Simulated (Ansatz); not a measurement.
ScTaN:

```
Ta Sc N
1.0
     3.08507    0.00000    0.00000
    -1.54253    2.67175    0.00000
     0.00000    0.00000   10.34014
Ta Sc N
2 2 2
Direct
  0.33333 0.66667 0.24563
  0.66667 0.33333 0.75437
  0.00000 0.00000 0.00000
  0.00000 0.00000 0.50000
  0.33333 0.66667 0.62984
  0.66667 0.33333 0.37016
```

The cell comes from a database or a generator and needn't be the stable form of this composition.

| Item | Value |
| --- | --- |
| Program | Ansatz 0.2.0 |
| Task | relaxation of cell and atoms |
| Functional | PBEsol |
| Potentials or basis | Ansatz PAW |
| Cutoff | 420 eV (not typed: the program's choice for these potentials) |
| k mesh | 10 × 10 × 3 |
| Occupations | fermi-dirac, width 0.05 eV |
| Spin | no spin polarisation |

At the start: volume 14.20 Å³/atom.

Q: How do energy, volume and symmetry change on relaxing?

A: It ends after 8 steps and the volume is 13.74 Å³/atom (-3.3 %); space group P-3m1 (No. 164, to 0.05 Å).

The path:
| step | energy change (eV) | largest force (eV/Å) | volume (Å³) |
| --- | --- | --- | --- |
| 1 | 0.0000 | 0.3302 | 85.23 |
| 2 | -0.0619 | 0.0566 | 82.85 |
| 3 | -0.0639 | 0.0076 | 82.43 |
| 4 | -0.0639 | 0.0044 | 82.46 |
| 5 | -0.0639 | 0.0002 | 82.47 |
| 6 | -0.0601 | 0.0003 | 82.47 |
| 7 | -0.0602 | 0.0001 | 82.44 |
| 8 | -0.0601 | 0.0001 | 82.44 |

Final structure:
```
Ta Sc N
1.0
     3.05323    0.00000    0.00000
    -1.52662    2.64418    0.00000
     0.00000    0.00000   10.21140
Ta Sc N
2 2 2
Direct
  0.33333 0.66667 0.24576
  0.66667 0.33333 0.75424
  0.00000 0.00000 0.00000
  0.00000 0.00000 0.50000
  0.33333 0.66667 0.62989
  0.66667 0.33333 0.37011
```

Caveat: the plane-wave basis is chosen anew once the cell has moved, so the energies of steps on either side of that aren't comparable; the PAW data sets come from PBE, with cores solved anew for the run's functional, which leaves a small shift of forces and pressure.
